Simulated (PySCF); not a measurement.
# C3H5ClF2Ge: electronic excitations

What electronic excitations should C3H5ClF2Ge (`C=C[CH2][Ge]([F])([F])[Cl]`) show?

Programs: PySCF 2.14.0, with density-fitted response routines of our own. Each step states its level of theory. These are calculated values for one molecule in the gas phase, unless marked as measured. Atoms are numbered from 0 throughout.

**1. The molecule as given**

12 atoms, charge 0, multiplicity 1; geometry from: GFN2-xTB.

Bonds of the start (Å): C0–C1 1.32, C1–C2 1.48, C2–Ge3 2.03, Ge3–F4 1.77, Ge3–F5 1.76, Ge3–Cl6 2.10, C0–H7 1.08, C0–H8 1.08, C1–H9 1.08, C2–H10 1.09, C2–H11 1.09.

**2. Ultraviolet spectrum: PBE0/def2-SVPD**

Job settings and geometry (Å):

```
{"job": {"kind": "uv", "xc": "PBE0", "basis": "def2-SVPD", "nstates": 8, "ntriplets": 3}, "charge": 0, "multiplicity": 1}
C     -1.706653     1.246558     0.156888
C     -1.223201     0.034893    -0.056142
C      0.019329    -0.228938    -0.824750
Ge     1.574616    -0.736564     0.376580
F      2.946503    -1.185499    -0.643248
F      2.223713     0.733460     1.099843
Cl     1.470868    -2.152895     1.916914
H     -1.216672     2.126923    -0.225414
H     -2.613274     1.404363     0.714124
H     -1.725110    -0.837207     0.343035
H      0.354161     0.655245    -1.366288
H     -0.103081    -1.061023    -1.517568
```

Level: TDDFT PBE0/def2-SVPD, vertical, gas phase, core orbitals frozen in the response.

Command:

```console
> OMP_NUM_THREADS=1 python probes_run.py task.json out
```

One launch serves the whole session: the jobs run in the order shown.

What it wrote:

```text
coarse grid: 52232 points
cycle   1  E = -2852.8059940795  dE = -6.434e-02  |g| = 9.144e-01  |ddm| = 4.940e+00
cycle   2  E = -2852.5382734030  dE =  2.677e-01  |g| = 1.590e+00  |ddm| = 2.784e+00
cycle   3  E = -2852.9535874981  dE = -4.153e-01  |g| = 1.387e-01  |ddm| = 1.624e+00
cycle   4  E = -2852.9573031557  dE = -3.716e-03  |g| = 4.709e-02  |ddm| = 2.381e-01
cycle   5  E = -2852.9577272873  dE = -4.241e-04  |g| = 1.009e-02  |ddm| = 6.021e-02
cycle   6  E = -2852.9577507474  dE = -2.346e-05  |g| = 3.533e-03  |ddm| = 1.697e-02
cycle   7  E = -2852.9577539348  dE = -3.187e-06  |g| = 8.697e-04  |ddm| = 5.877e-03
final grid: 108480 points
cycle   8  E = -2852.9576017372  dE =  8.852e-08  |g| = 1.254e-03  |ddm| = 7.318e-03
cycle   9  E = -2852.9576011137  dE =  6.235e-07  |g| = 2.002e-03  |ddm| = 4.482e-03
cycle  10  E = -2852.9576021204  dE = -1.007e-06  |g| = 1.808e-04  |ddm| = 2.717e-03
cycle  11  E = -2852.9576021281  dE = -7.644e-09  |g| = 2.599e-05  |ddm| = 2.491e-04
cycle  12  E = -2852.9576021282  dE = -1.410e-10  |g| = 6.490e-06  |ddm| = 4.042e-05
converged SCF energy = -2852.9576021282

Static polarisability (au): isotropic 80.208, principal 65.717 73.585 101.323

Singlet excitations
state   eV       nm        f      main configurations
  1   5.7653    215.1   0.16770   H->L 0.91
  2   6.9150    179.3   0.32456   H->L+1 0.76
  3   7.1802    172.7   0.03796   H-2->L 0.51, H->L+2 0.35
  4   7.2311    171.5   0.01666   H-1->L 0.83
  5   7.2482    171.1   0.00144   H->L+2 0.54, H-2->L 0.42
  6   7.6230    162.6   0.01186   H->L+3 0.75, H->L+4 0.16
  7   7.8491    158.0   0.01866   H-3->L 0.48, H->L+3 0.12, H-4->L 0.12
  8   7.8928    157.1   0.02613   H->L+4 0.57, H-3->L 0.13, H->L+5 0.08

Triplet excitations (Tamm-Dancoff, eV): 4.1672 5.4800 6.6836
```

It took 84 s on 1 thread of Arm Neoverse N1, shared host; peak memory 0.85 GiB.

The orbitals next to the gap, with their largest atomic shares:

| orbital | eV | atoms |
| --- | --- | --- |
| HOMO−3 | -10.59 | C2 16 %, C1 16 %, C0 16 % |
| HOMO−2 | -10.11 | Cl6 85 %, F5 6 %, Ge3 5 % |
| HOMO−1 | -10.07 | Cl6 78 %, Ge3 7 %, C2 4 % |
| HOMO | -8.07 | C0 35 %, C1 31 %, C2 11 % |
| LUMO | -1.43 | Cl6 24 %, Ge3 24 %, C2 16 % |
| LUMO+1 | -0.48 | C1 24 %, C0 24 %, C2 12 % |
| LUMO+2 | 0.25 | Ge3 34 %, Cl6 20 %, F5 11 % |

With each of the 8 states as a Gaussian band of 0.4 eV half-width at 1/e, the curve within the window shown has maxima at 215 nm (ε 6,800), 178 nm (ε 15,000) L/(mol cm). Beyond the last state computed it falls off for lack of states. The curve at chosen wavelengths:

| nm | ε (L/mol/cm) |
| --- | --- |
| 151 | 1032 |
| 155 | 1959 |
| 158 | 2411 |
| 162 | 2936 |
| 165 | 4032 |
| 169 | 7265 |
| 172 | 10582 |
| 176 | 14060 |
| 179 | 14544 |
| 183 | 12091 |
| 186 | 8995 |
| 190 | 5141 |
| 193 | 3263 |
| 197 | 2367 |
| 200 | 2703 |
| 204 | 3982 |
| 207 | 5147 |
| 211 | 6381 |
| 214 | 6779 |
| 218 | 6480 |
| 221 | 5745 |
| 225 | 4406 |
| 228 | 3363 |
| 232 | 2152 |
| 235 | 1452 |
| 239 | 800 |

Leading natural transition orbitals of singlet state 2: the hole lies on C0 32 %; C1 24 %; C2 9 %; the particle on Ge3 20 %; C0, C1 about 14 % each; H7, H9 about 8 % each.

Leading natural transition orbitals of singlet state 1: the hole lies on C0, C1 about 34 % each; the particle on Ge3 29 %; Cl6 25 %; C2 14 %.

Ground-state properties from the same run:

| property | computed |
| --- | --- |
| dipole moment (D) | 3.96 |
| polarisability (Å³) | 11.89 |
| HOMO–LUMO gap (eV) | 6.64 |
| −ε(HOMO) (eV) | 8.07 |

The fields below are evaluated on a grid from the run's orbitals.

Frontier orbitals at PBE0/def2-SVPD, with the share of their density that lies nearest to each atom:

| orbital | energy (eV) | lies on |
| --- | --- | --- |
| HOMO | -8.07 | C0, C1 about 32 % each; Ge3 7 %; C2 6 % |
| LUMO | -1.43 | Ge3 26 %; Cl6 22 %; C2 12 % |

ELF in a plane through or near 4 of the atoms.

Values, 10 rows by 14 columns:
```
0.00 0.00 0.00 0.00 0.00 0.00 0.00 0.00 0.00 0.00 0.00 0.00 0.00 0.00
0.00 0.00 0.02 0.20 0.37 0.27 0.01 0.00 0.00 0.00 0.00 0.00 0.00 0.00
0.00 0.00 0.47 0.84 0.64 0.84 0.24 0.00 0.00 0.00 0.00 0.00 0.00 0.00
0.00 0.00 0.57 0.87 0.30 0.70 0.06 0.03 0.22 0.07 0.70 0.69 0.00 0.00
0.00 0.00 0.02 0.20 0.26 0.18 0.22 0.18 0.79 0.58 1.00 0.98 0.12 0.00
0.00 0.01 0.38 0.57 0.17 0.51 0.59 0.30 0.45 0.23 0.61 0.25 0.01 0.00
0.00 0.01 0.48 0.82 0.39 0.10 0.37 0.87 0.02 0.88 0.67 0.03 0.00 0.00
0.00 0.00 0.03 0.16 0.06 0.00 0.48 0.92 0.03 0.03 0.02 0.00 0.00 0.00
0.00 0.00 0.00 0.00 0.00 0.00 0.00 0.00 0.00 0.00 0.00 0.00 0.00 0.00
0.00 0.00 0.00 0.00 0.00 0.00 0.00 0.00 0.00 0.00 0.00 0.00 0.00 0.00
```
The map spans 11.4 Å across and 9.5 Å up, centred on the molecule. Atoms in the plane (x, y in Å): C0 (2.1, 0.1), Ge3 (-1.8, 0.2), Cl6 (-2.4, 2.1), H8 (2.9, 0.7).

On the surface of density 0.002 e/bohr³ the electrostatic potential runs, from the 1st to the 99th percentile, from -1.22 V near F4 to 1.84 V near Ge3.

**3. Summary of results**

| quantity | value |
| --- | --- |
| lowest singlet (PBE0/def2-SVPD) | 5.77 eV (215 nm), f = 0.168 |
| brightest single state of those computed | state 2, 6.92 eV, f = 0.325 |
| lowest triplet | 4.17 eV |
| surface potential, 1st and 99th percentile | -1.22 V and 1.84 V |

In words: The lowest singlet, at 5.77 eV, is HOMO→LUMO 0.91 and is bright; of the 8 states computed, the strongest absorption comes from state 2 at 6.92 eV. The lowest triplet lies 1.60 eV below the lowest singlet (triplets in Tamm-Dancoff, singlets in full TDDFT). By nearest atom (PBE0/def2-SVPD), the HOMO sits on C0, C1 about 32 % each; Ge3 7 % and the LUMO on Ge3 26 %; Cl6 22 %.
